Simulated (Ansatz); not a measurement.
# C2H6ClIn: up Jacob's ladder to CCSD(T)

An exercise on one series of results from a longer session: the logs are not shown, and one member is left open.

Computed with Ansatz 0.2.0, Gaussian basis. Level: functionals in def2-TZVPP, the program's frozen cores in correlated methods.

Plan: LDA (SPW92), PBE-D4, revPBE-D4, BLYP-D4, r2SCAN-D4, B97M-V, PBE0-D4, B3LYP-D4, r2SCANh-D4, r2SCAN0-D4, HSE06-D4, BHLYP-D4, CAM-B3LYP-D4, LC-ωPBE, ωB97X-V, ωB97M-V, B2PLYP, PBE-QIDH; CCSD(T)/def2-SVP; CCSD(T)/def2-TZVPP; MP2/def2-QZVPP; extrapolation to the limit; RPA on PBE.

## Structure used throughout

All runs share one geometry, relaxed beforehand with PBE0-D4 in a triple-zeta def2 set. In takes the def2 core potential; no spin-orbit term is included.

SMILES `[CH3][In]([CH3])[Cl]`, 10 atoms, charge 0, spin multiplicity 1.

Atoms are counted from 1 here; the program's logs count them from 0.

Bond lengths: C1–In2 2.137 Å, C1–H5 1.089 Å, C1–H6 1.091 Å, C1–H7 1.091 Å, In2–C3 2.137 Å, In2–Cl4 2.370 Å, C3–H8 1.089 Å, C3–H9 1.091 Å, C3–H10 1.091 Å. Angles: In2–C1–H5 109.0°, In2–C1–H6 110.5°, In2–C1–H7 110.0°, H5–C1–H6 109.7°, H5–C1–H7 109.4°, H6–C1–H7 108.3°, C1–In2–C3 138.6°, C1–In2–Cl4 110.7°, C3–In2–Cl4 110.7°, In2–C3–H8 109.0°, In2–C3–H9 110.1°, In2–C3–H10 110.4°, H8–C3–H9 109.4°, H8–C3–H10 109.6°, H9–C3–H10 108.3°.

Set-up of the first run:

in.yaml reads:

```yaml
crystal:
  periodic: [false, false, false]
  atoms:
    - {symbol: C, position_ang: [-0.496116, 1.715753, -0.934687]}
    - {symbol: In, position_ang: [-0.270130, -0.281796, -0.211027]}
    - {symbol: C, position_ang: [0.893939, -1.340374, 1.234420]}
    - {symbol: Cl, position_ang: [-1.735591, -1.756147, -1.349393]}
    - {symbol: H, position_ang: [-1.314279, 1.741354, -1.652942]}
    - {symbol: H, position_ang: [-0.709156, 2.398551, -0.110982]}
    - {symbol: H, position_ang: [0.424059, 2.042616, -1.421903]}
    - {symbol: H, position_ang: [0.577619, -2.382317, 1.249031]}
    - {symbol: H, position_ang: [1.952652, -1.285853, 0.975632]}
    - {symbol: H, position_ang: [0.760204, -0.902887, 2.224850]}
basis:
  gaussian: {orbitals: def2-TZVPP}
hamiltonian: {xc: lda}
output: {orbitals: {seedname: orbitals}}
```

On the command line:

```console
$ ansatz run in.yaml --threads 4 --pin off --events-out ev --progress --plain --max-ram 10444MiB
```

Among the steps run: LDA; PBE-D4 (GGA); revPBE-D4 (GGA); BLYP-D4 (GGA); r2SCAN-D4 (meta-GGA); B97M-V (meta-GGA); B3LYP-D4 (hybrid); r2SCANh-D4 (hybrid); r2SCAN0-D4 (hybrid); HSE06-D4 (hybrid); BHLYP-D4 (hybrid); CAM-B3LYP-D4 (range-separated); LC-ωPBE (range-separated); ωB97X-V (range-separated); ωB97M-V (range-separated); B2PLYP (double hybrid); PBE-QIDH (double hybrid).

One table of the session follows, with a row left open; its other results are not shown here.

It belongs to the step «Orbital energies across the functionals». 

| functional | HOMO (eV) | gap (eV) |
| --- | --- | --- |
| LDA (SPW92) | -6.52 | 4.34 |
| PBE-D4 | ? | ? |
| revPBE-D4 | -6.29 | 4.51 |
| BLYP-D4 | -6.19 | 4.32 |
| r2SCAN-D4 | -6.62 | 4.97 |
| B97M-V | -6.68 | 4.79 |
| PBE0-D4 | -7.58 | 6.40 |
| B3LYP-D4 | -7.33 | 5.87 |
| r2SCANh-D4 | -7.08 | 5.68 |
| r2SCAN0-D4 | -7.75 | 6.72 |
| HSE06-D4 | -7.18 | 5.64 |
| BHLYP-D4 | -8.64 | 8.10 |
| CAM-B3LYP-D4 | -8.88 | 8.49 |
| LC-ωPBE | -10.25 | 10.98 |
| ωB97X-V | -9.87 | 10.44 |
| ωB97M-V | -9.74 | 10.00 |

Estimate the missing values for PBE-D4.

The run gave: HOMO (eV): -6.35; gap (eV): 4.45. In the column «HOMO (eV)» it lies between LDA (SPW92) (-6.52) and revPBE-D4 (-6.29).
